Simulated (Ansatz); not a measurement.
**CdSe4: one candidate of a structure search**

The task: take a trial cell of CdSe4 to zero force and stress.

Method: DFT PBE, scalar-relativistic, plane waves, PAW, in Ansatz 0.2.0.

## Step 1: The system as given

The structure is cubic, space group Pm-3m (No. 221). Conventional cell: a = 5.183 Å, b = 5.183 Å, c = 5.183 Å, α = 90.00°, β = 90.00°, γ = 90.00°. Cd (site symmetry m-3m) is surrounded by 6 Se at 2.59 Å. Se (site symmetry m-3m) is surrounded by 12 Se at 3.66 Å. Se (site symmetry 4/mmm) is surrounded by 2 Cd at 2.59 Å.

Coordinates:

```cif
data_structure
_symmetry_space_group_name_H-M 'P 1'
_symmetry_Int_Tables_number 1
_cell_length_a 5.1826
_cell_length_b 5.1826
_cell_length_c 5.1826
_cell_angle_alpha 90.000
_cell_angle_beta 90.000
_cell_angle_gamma 90.000
_cell_volume 139.20
loop_
_atom_site_label
_atom_site_type_symbol
_atom_site_fract_x
_atom_site_fract_y
_atom_site_fract_z
_atom_site_occupancy
Cd1 Cd 0.50000 0.50000 0.50000 1
Se1 Se 0.00000 0.00000 0.00000 1
Se2 Se 0.50000 0.50000 0.00000 1
Se3 Se 0.50000 0.00000 0.50000 1
Se4 Se 0.00000 0.50000 0.50000 1
```

Recipe of the guess: species swapped into a database cell of Ni4N (Pm-3m, No. 221), with Se on the Ni sites and Cd on the N sites. The dimensions are guesses.

## Step 2: The guess as it stands, on a coarse mesh

File input.yaml:

```yaml
crystal:
  lattice:
    - [5.18258344, 0.0, 0.0]
    - [0.0, 5.18258344, 0.0]
    - [0.0, 0.0, 5.18258344]
  atoms:
    - { symbol: Cd, position: [0.5, 0.5, 0.5] }
    - { symbol: Se, position: [0.0, 0.0, 0.0] }
    - { symbol: Se, position: [0.5, 0.5, 0.0] }
    - { symbol: Se, position: [0.5, 0.0, 0.5] }
    - { symbol: Se, position: [0.0, 0.5, 0.5] }
basis:
  ecutwfc: 420
kpoints:
  mp_grid: { grid: [4, 4, 4] }
hamiltonian:
  xc: pbe
scf:
  occupations: { method: gaussian, width: 0.1 }
  lower_state_search: "off"
output:
  forces: true
  stress: true
  eigenvalues: true
```

Launch:

```
ansatz run input.yaml --threads 1 --pin off --max-ram 2560MiB --backend cpu --events-out ev --progress --plain --runs-dir out
```

What it wrote, shortened:

```text
[...]
SCF converged after 6 iterations
Free energy (F): -30126.820032 eV
[...]
E sigma→0 (E₀):  -30126.805633 eV
Entropy (-TS):   -0.028796 eV (-5.759 meV/atom)
Fermi energy:    6.490923 eV
[...]
--- Forces (eV/Å), atoms counted from 1 ---
  atom   1  Cd     0.00000000    -0.00000000     0.00000000
  atom   2  Se    -0.00000000     0.00000000     0.00000000
  atom   3  Se    -0.00000000    -0.00000000     0.00000000
  atom   4  Se    -0.00000000    -0.00000000     0.00000000
  atom   5  Se     0.00000000    -0.00000000    -0.00000000
[...]
--- Stress (GPa, compression-positive) ---
       -0.106680       0.000000       0.000000
        0.000000      -0.106680       0.000000
        0.000000       0.000000      -0.106680
  P = ⅓ Tr σ = -0.1067 GPa (-1.067 kbar)
--- Band table (eV; the first three rows and the last of 10) ---
[...]
```

It took 8.2 s on 1 thread of Intel Xeon at 2.50GHz (Skylake/Cascade Lake), shared host; peak memory 0.42 GiB.

Read-out: pressure -0.1 GPa, largest force 0.00 eV/Å, gap on this mesh none (metal). The relaxation goes to the converged mesh at once.

## Step 3: Relaxation on the finer mesh

Edit input.yaml of step 2 so:

```diff
@@ -14,3 +14,3 @@
 kpoints:
-  mp_grid: { grid: [4, 4, 4] }
+  mp_grid: { grid: [8, 8, 8] }
 hamiltonian:
@@ -19,3 +19,2 @@
   occupations: { method: gaussian, width: 0.1 }
-  lower_state_search: "off"
 output:
@@ -24 +23,10 @@
   eigenvalues: true
+  write_density: true
+  write_potential: true
+  elf: true
+  volumetric_format: npy
+relax:
+  adjacent_minimum: "off"
+  f_tol: 0.01
+  max_steps: 80
+  cell: { stress_tol: 0.05 }
```

Launch:

```
ansatz run input.yaml --threads 1 --pin off --max-ram 2560MiB --backend cpu --events-out ev --progress --plain --runs-dir out
```

What it wrote, shortened:

```text
Warning: RAYON_NUM_THREADS=1 ignored (pool sized by the plan → 1); use --threads N
[...]
Pseudopotentials: kind: paw
Pseudopotential: Cd, paw, valence charge 20, recommended cutoff 420 eV (normal), Cd.paw.azcp
Pseudopotential: Se, paw, valence charge 16, recommended cutoff 420 eV (normal), Se.paw.azcp
Functional definition: PBE
[...]
Crystal: 5 atoms, lattice volume = 139.200 Å³
Basis set: ecut = 420 eV, 2721 PW (Γ), exchange–correlation on 72×72×72 points (8 copies of the dense FFT grid, shifted against one another)
Bands: 51, of which v1, the nominal top of the filled ones, is band 42 counted from 1 (41 counted from 0)
Symmetry: 48 space group operations
Space group: Pm-3m (ITA 221), of the structure as read, at distance tolerance 5.2e-5 Å
k-points: 35 of 512
[...]
SCF iter   1: F=—  HF=-30126.810684 eV  |F-HF|=—  |Δ(HF+E_count)|=         —  Δρ=3.92e-3  dr2=6.68e-2  ethr=1.77e-3  ⟨swp⟩=7.6  Hψ=6805  notcnv=0  defer=27
[...]
       -0.016444      -0.000000      -0.000000
       -0.000000      -0.016444      -0.000000
       -0.000000      -0.000000      -0.016444
  P = ⅓ Tr σ = -0.0164 GPa (-0.164 kbar)
--- Band table (eV; the first three rows and the last of 35) ---
[...]
--- Relaxed structure (2 steps of the walk, 2 accepted, 1 SCFs on fresh bases) ---
  F+E_penalty+E_count = -30126.80620305 eV   max|allowed force component| = 2.582e-29 eV/Å   (the final SCF, on the basis selected at the relaxed cell)
  cell:  # Å, volume = 138.5738 Å³
    - [5.174801219904766, -1.925929944387236e-34, -6.419766481290786e-35]
    - [-1.925929944387236e-34, 5.174801219904766, -6.419766481290786e-35]
    - [-6.419766481290786e-35, -6.419766481290786e-35, 5.174801219904766]
  atoms:
    - { symbol: Cd, position: [0.5, 0.5, 0.5] }
    - { symbol: Se, position: [-5.576656527929883e-36, 1.1516219120584053e-36, 3.2903483201668727e-37] }
    - { symbol: Se, position: [0.5, 0.5, -5.806497035588435e-38] }
    - { symbol: Se, position: [0.5, -5.903271986181722e-37, 0.5] }
    - { symbol: Se, position: [2.1532426506974393e-36, 0.5, 0.5] }
```

Wall time 93 s (1 thread of Intel Xeon at 2.50GHz (Skylake/Cascade Lake), shared host); peak memory 0.53 GiB.

Relaxation path:

| step | energy from step 1 (eV/cell) | largest force component (eV/Å) | pressure (GPa) | volume (Å³) |
| --- | --- | --- | --- | --- |
| 1 | 0.0000 | 0.0000 | -0.20 | 139.20 |
| 2 | -0.0005 | 0.0000 | -0.02 | 138.57 |
| 3 | -0.0004 | 0.0000 | -0.02 | 138.57 |

Step 1 is the start. Step 3 repeats the geometry before it on a plane-wave basis chosen anew for that cell, so its energy need not be comparable with the rows above.

|  | before | after | change |
| --- | --- | --- | --- |
| a (Å) | 5.183 | 5.175 | -0.2 % |
| b (Å) | 5.183 | 5.175 | -0.2 % |
| c (Å) | 5.183 | 5.175 | -0.2 % |
| volume (Å³/atom) | 27.84 | 27.71 | -0.4 % |
| shortest distance (Å) | 2.591 | 2.587 | -0.2 % |
| space group (0.01 Å) | Pm-3m | Pm-3m | same |

Forces and stress were held to the start's 48 operations: a distortion of lower symmetry was not tested.

Density in a lattice plane of the grid's cell (edges 5.17 and 5.17 Å, at 0.500 of the third edge), which holds Cd and Se.

Ten even steps from '0' (0.02 e/Å³) to '9' (45.31 e/Å³):
```
000000000013531000000000
000000000001110000000000
000000000000000000000000
000000000000000000000000
000000000000000000000000
000000000000000000000000
000000000000000000000000
110000000001110000000001
531000000023432000000013
962000000124542100000026
531000000023432000000013
110000000001110000000001
000000000000000000000000
000000000000000000000000
000000000000000000000000
000000000000000000000000
000000000000000000000000
000000000001110000000000
000000000013531000000000
000000000026962000000000
```
Columns run along the first of these edges and rows up along the second, over one cell in 24 and 20 even steps from the bottom left corner. Atoms in the plane (fractional): Cd at (0.50, 0.50), Se at (0.50, 1.00), Se at (0.00, 0.50).

ELF in the same plane.

Ten even steps from ' ' (0.01) to '@' (0.92):
```
        ..==**%%%%%%**--::--**%%%%%%**==..      
        ..--++##%%%%##******##%%%%##++--..      
....      ..--++##%%%%%%%%%%%%%%##++--..      ..
====::....  ..--++****######****++--..  ....::==
####**==::......::--------------::......::==**##
%%%%####++--..........::::::..........--++####%%
%%%%%%%%##++::....::----------::....::++##%%%%%%
**####%%##**--..::--==++**++==--::..--**##%%####
::--**%%%%**--::::==**##%%##**==::::--**%%%%**--
..::++##%%**--::--==##@@@@@@##==--::--**%%##++::
::--**%%%%**--::::==**##%%##**==::::--**%%%%**--
**####%%##**--..::--==++**++==--::..--**##%%####
%%%%%%%%##++::....::----------::....::++##%%%%%%
%%%%####++--..........::::::..........--++####%%
####**==::......::--------------::......::==**##
====::....  ..--++****######****++--..  ....::==
....      ..--++##%%%%%%%%%%%%%%##++--..      ..
        ..--++##%%%%##******##%%%%##++--..      
        ..==**%%%%%%**--::--**%%%%%%**==..      
        ::++##%%%%##++::..::++##%%%%##++::      
```
Columns run along the first of these edges and rows up along the second, over one cell in 24 and 20 even steps from the bottom left corner. Atoms in the plane (fractional): Cd at (0.50, 0.50), Se at (0.50, 1.00), Se at (0.00, 0.50).

Both are smooth fields of the valence electrons: close to the nuclei they are not physical.

Outside the cores ELF peaks at 0.81 in the shell around Se, 0.8 Å from Se.

## Step 4: Variant: dispersion d3bj, occupations.method tetrahedron, width left out

Edit input.yaml of step 3 so:

```diff
@@ -17,12 +17,9 @@
   xc: pbe
+  dispersion: d3bj
 scf:
-  occupations: { method: gaussian, width: 0.1 }
+  occupations: { method: tetrahedron }
 output:
   forces: true
+  eigenvalues: true
   stress: true
-  eigenvalues: true
-  write_density: true
-  write_potential: true
-  elf: true
-  volumetric_format: npy
 relax:
```

Launch:

```
ansatz run input.yaml --threads 1 --pin off --max-ram 2560MiB --backend cpu --events-out ev --progress --plain --runs-dir out
```

What it wrote, shortened:

```text
Warning: relax: with tetrahedron occupations the Hellmann–Feynman forces and the energy need not agree along the walk (scf.occupations.method in the input reference, under Limitations); prefer a smearing scheme for the relaxation and re-run the relaxed geometry with tetrahedron [...]
Warning: output.forces, output.stress, relax.cell or npt_langevin: where a Kohn–Sham band that disperses or a degenerate level is filled in part under the method tetrahedron, the forces or the stress that this run publishes need not agree with its energy (scf.occupations.method in the [...]
Warning: RAYON_NUM_THREADS=1 ignored (pool sized by the plan → 1); use --threads N
[...]
[... 4 set-up lines as earlier in the session ...]
[...]
Crystal: 5 atoms, lattice volume = 139.200 Å³
Basis set: ecut = 420 eV, 2721 PW (Γ), exchange–correlation on 72×72×72 points (8 copies of the dense FFT grid, shifted against one another)
[...]
  atom   1  Cd     0.00000000     0.00000000     0.00000000
  atom   2  Se     0.00000000     0.00000000     0.00000000
  atom   3  Se     0.00000000     0.00000000     0.00000000
  atom   4  Se    -0.00000000     0.00000000     0.00000000
  atom   5  Se     0.00000000     0.00000000    -0.00000000
[...]
--- Stress (GPa, compression-positive) ---
        0.011865      -0.000000      -0.000000
       -0.000000       0.011865      -0.000000
       -0.000000      -0.000000       0.011865
  P = ⅓ Tr σ = 0.0119 GPa (0.119 kbar)
--- Band table (eV; the first three rows and the last of 35) ---
[...]
--- Relaxed structure (3 steps of the walk, 3 accepted, 1 SCFs on fresh bases) ---
  F+E_penalty+E_count = -30128.42580443 eV   max|allowed force component| = 2.601e-29 eV/Å   (the final SCF, on the basis selected at the relaxed cell)
  cell:  # Å, volume = 132.2786 Å³
    - [5.095223491317161, -2.5478448222622805e-34, 0.0]
    - [-2.5478448222622805e-34, 5.095223491317161, -1.2839532962581572e-34]
    - [0.0, -1.2839532962581572e-34, 5.095223491317161]
  atoms:
    - { symbol: Cd, position: [0.5, 0.5, 0.5] }
    - { symbol: Se, position: [-3.3290583004697544e-36, -1.083879446636903e-36, -1.7032391304274926e-36] }
    - { symbol: Se, position: [0.5, 0.5, 1.3935592885136614e-36] }
    - { symbol: Se, position: [0.5, -1.8580790513926156e-36, 0.5] }
    - { symbol: Se, position: [1.3703333003754475e-35, 0.5, 0.5] }
```

Wall time 2.2 min (1 thread of Intel Xeon at 2.50GHz (Skylake/Cascade Lake), shared host); peak memory 0.52 GiB.

```tsv
run	ending	energy change	pressure (GPa)	gap (eV)	force (eV/Å)	cycles	time
step 3	converged	0	0.0	0.00	0.00	-	93 s
variant	converged	-326.9 meV/atom (σ→0) (offset of the dispersion model)	0.0	0.00	0.00	39	2.2 min
```

Changing the dispersion term and smearing moves the energy by -326.9 meV/atom (σ→0 values), and the final volume goes from 138.57 to 132.28 Å³.

## Step 5: Outcome

```
                              quantity                                                                      value
symmetry at the end (tolerance 0.05 Å)                                                space group Pm-3m (No. 221)
                     conventional cell  a = 5.175 Å, b = 5.175 Å, c = 5.175 Å, α = 90.00°, β = 90.00°, γ = 90.00°
                                volume                                                              27.71 Å³/atom
              energy over the elements                                                              +0.80 eV/atom
                       gap on the mesh                                                               none (metal)
```

The space group Pm-3m (No. 221) is kept, at nearly the size of the first guess. The formation energy is positive, so the separate elements lie lower. No finished test with a distortion of lower symmetry is shown, so the end may be a saddle point. Spin polarisation is off in the runs that give these values; a magnetic solution could lie lower.
